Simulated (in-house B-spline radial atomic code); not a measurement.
# Mo²⁺: ionisation energy by several methods

The task here is to estimate one member of a computed series from the others.

The numbers are computed with in-house B-spline radial atomic code version 1 (non-relativistic, several functionals, spin-polarised, exact exchange averaged over the configuration; spherical all-electron atom at the radial basis limit), except any that are marked as measured or tabulated.

## Starting point

```
element       : molybdenum (Z = 42)
charge        : +2
electrons     : 40
configuration : [Kr] 4d4
nucleus       : point
```

Outer shells as boxes (Hund's rule):

[Kr] 4d4
```
[Kr] core
4d [↑ ][↑ ][↑ ][↑ ][  ]
```

Where spins are not typed, each open shell is filled with up spins first.

The first run:

The run's settings:

```ini
Z = 42
electrons = 40.0
configuration = [Kr] 4d4
hamiltonian = nr
method = bhandhlyp
spin_polarised = True
exact_exchange = averaged over the configuration
```

Command:

```bash
> python run_scf.py task.json out
```

One command runs all members of the session, one after another, from task.json.

Steps of the session up to this table: BHandHLYP, a global hybrid; M06-2X, a global hybrid; HSE06, a range-separated hybrid; TPSSh, a global hybrid; r2SCAN0, a global hybrid.

One of the session's tables, all rows but one given; the rest of the session is left out.

```
   method  ΔSCF (eV)
BHandHLYP     27.774
   M06-2X     27.662
    TPSSh     28.062
  r2SCAN0     28.233
    HSE06          ?
```

**Question.** Estimate the row for HSE06.

The run gave: ΔSCF (eV): 28.101. In the column «ΔSCF (eV)» it lies between TPSSh (28.062) and r2SCAN0 (28.233).

Caveats from the session: These runs lack relativity altogether, which can outweigh the gaps between the methods, so the nearest may be so by luck. These runs leave out relativity, which matters at this nuclear charge.
